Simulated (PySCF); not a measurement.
# B2H7NOSi: the cost of one run

Computed with PySCF 2.14.0, with density-fitted response routines of our own, on a single molecule in the gas phase. Atoms count from 0, in the outputs and in this text.

**1. Starting geometry**

12 atoms, charge 0, multiplicity 1; geometry from: GFN2-xTB. The atoms were then displaced at random by about 0.01 Å, so the start is not that level's minimum.

Bonds of the start (Å): B0–N1 1.37, N1–B2 1.42, B2–O3 1.38, O3–Si4 1.57, B0–H5 1.17, B0–H6 1.19, N1–H7 1.01, B2–H8 1.19, Si4–H9 1.46, Si4–H10 1.45, Si4–H11 1.48.

**2. Optimising the geometry at PBE0-D3(BJ)/def2-SVP**

The job: settings as JSON, then the geometry in Å.

```
{"job": {"xc": "PBE0", "basis": "def2-SVP", "d3": "d3bj", "grid": 1, "shake": 0.01, "kind": "geom"}, "charge": 0, "multiplicity": 1}
B     -2.658800    -0.171910    -0.346730
N     -1.289600    -0.268670    -0.331710
B     -0.340170     0.574890     0.300120
O      1.001950     0.286620     0.212090
Si     2.520380    -0.108870     0.187570
H     -3.320110    -0.941320    -0.926050
H     -3.165360     0.750280     0.208900
H     -0.863620    -1.045430    -0.827060
H     -0.677070     1.528090     0.929190
H      2.621780    -1.564950     0.119010
H      3.068930     0.549170    -0.976980
H      3.141380     0.383840     1.442630
```

Run with:

```console
$ OMP_NUM_THREADS=1 python probes_run.py task.json out
```

This one command runs all jobs of the session in turn.

**Question.** How long does this first job take on 1 thread of Arm Neoverse V1, shared host, and how much memory does it need?

About 69 s, with a peak of 0.44 GiB.
